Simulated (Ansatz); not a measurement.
**C3H6F2Si: up Jacob's ladder to CCSD(T)**

One table from this session's results is given with a row withheld; the runs are named, their logs left out.

Computed with Ansatz 0.2.0, Gaussian basis. Level: functionals in def2-TZVPP, the program's frozen cores in correlated methods.

The runs, in order: PBE-D4, r2SCAN-D4, PBE0-D4, B3LYP-D4, ωB97X-V, ωB97M-V, B2PLYP; CCSD(T)/def2-TZVPP; MP2/def2-QZVPP; extrapolation to the limit.

### The relaxed structure

All runs share one geometry, relaxed beforehand with PBE0-D4 in a triple-zeta def2 set.

SMILES `FC1(F)CC[SiH2]1`, 12 atoms, charge 0, spin multiplicity 1.

Atoms are counted from 1 here; the program's logs count them from 0.

Bond lengths: F1–C2 1.353 Å, C2–F3 1.370 Å, C2–C4 1.532 Å, C2–Si6 1.928 Å, C4–C5 1.552 Å, C4–H7 1.093 Å, C4–H8 1.093 Å, C5–Si6 1.891 Å, C5–H9 1.091 Å, C5–H10 1.088 Å, Si6–H11 1.486 Å, Si6–H12 1.485 Å. Angles: F1–C2–F3 106.6°, F1–C2–C4 114.5°, F1–C2–Si6 124.0°, F3–C2–C4 110.1°, F3–C2–Si6 112.2°, C4–C2–Si6 88.2°, C2–C4–C5 99.6°, C2–C4–H7 107.9°, C2–C4–H8 113.3°, C5–C4–H7 110.7°, C5–C4–H8 116.0°, H7–C4–H8 108.8°, C4–C5–Si6 88.9°, C4–C5–H9 111.5°, C4–C5–H10 115.2°, Si6–C5–H9 111.6°, Si6–C5–H10 119.7°, H9–C5–H10 108.8° and more.

The first run:

in.yaml reads:

```yaml
crystal:
  periodic: [false, false, false]
  atoms:
    - {symbol: F, position_ang: [0.981349, -2.128253, -0.340892]}
    - {symbol: C, position_ang: [0.673116, -0.934164, 0.216430]}
    - {symbol: F, position_ang: [1.544911, -0.751715, 1.257541]}
    - {symbol: C, position_ang: [0.745430, 0.254860, -0.746357]}
    - {symbol: C, position_ang: [-0.360804, 1.153886, -0.132536]}
    - {symbol: Si, position_ang: [-1.120447, -0.384068, 0.662468]}
    - {symbol: H, position_ang: [0.451531, -0.096878, -1.738290]}
    - {symbol: H, position_ang: [1.742249, 0.697766, -0.810959]}
    - {symbol: H, position_ang: [0.046963, 1.833682, 0.617591]}
    - {symbol: H, position_ang: [-0.940001, 1.730322, -0.850988]}
    - {symbol: H, position_ang: [-2.139530, -1.055429, -0.185089]}
    - {symbol: H, position_ang: [-1.547767, -0.375012, 2.085082]}
basis:
  gaussian: {orbitals: def2-TZVPP}
hamiltonian: {xc: pbe, dispersion: d4}
output: {forces: true, orbitals: {seedname: orbitals}}
```

Launch:

```console
> ansatz run in.yaml --threads 4 --pin off --events-out ev --progress --plain --max-ram 10444MiB
```

Steps of the session up to this table: PBE-D4 (GGA); r2SCAN-D4 (meta-GGA); PBE0-D4 (hybrid); B3LYP-D4 (hybrid); ωB97X-V (range-separated); ωB97M-V (range-separated); B2PLYP (double hybrid); CCSD(T) in def2-TZVPP; MP2 in def2-QZVPP.

One table of the session follows, with a row left open; its other results are not shown here.

```
            method  atomisation energy (eV)
            PBE-D4                   48.705
         r2SCAN-D4                   47.692
           PBE0-D4                   47.759
          B3LYP-D4                   47.324
           ωB97X-V                   47.747
           ωB97M-V                   47.679
            B2PLYP                   46.880
     HF/def2-TZVPP                   34.509
    MP2/def2-TZVPP                   47.202
   CCSD/def2-TZVPP                   45.485
CCSD(T)/def2-TZVPP                   46.228
           MP2/CBS                   48.415
       CCSD(T)/CBS                        ?
```

**Question.** Estimate the row for CCSD(T)/CBS.

As computed: atomisation energy (eV): 47.442. In the column «atomisation energy (eV)» it lies between B3LYP-D4 (47.324) and ωB97M-V (47.679).

Caveats from the session: Free atoms (2 F, 3 C, 1 Si, 6 H) were run apart at each level; the atomisation energy is their sum less the molecule, without zero-point or spin-orbit terms.
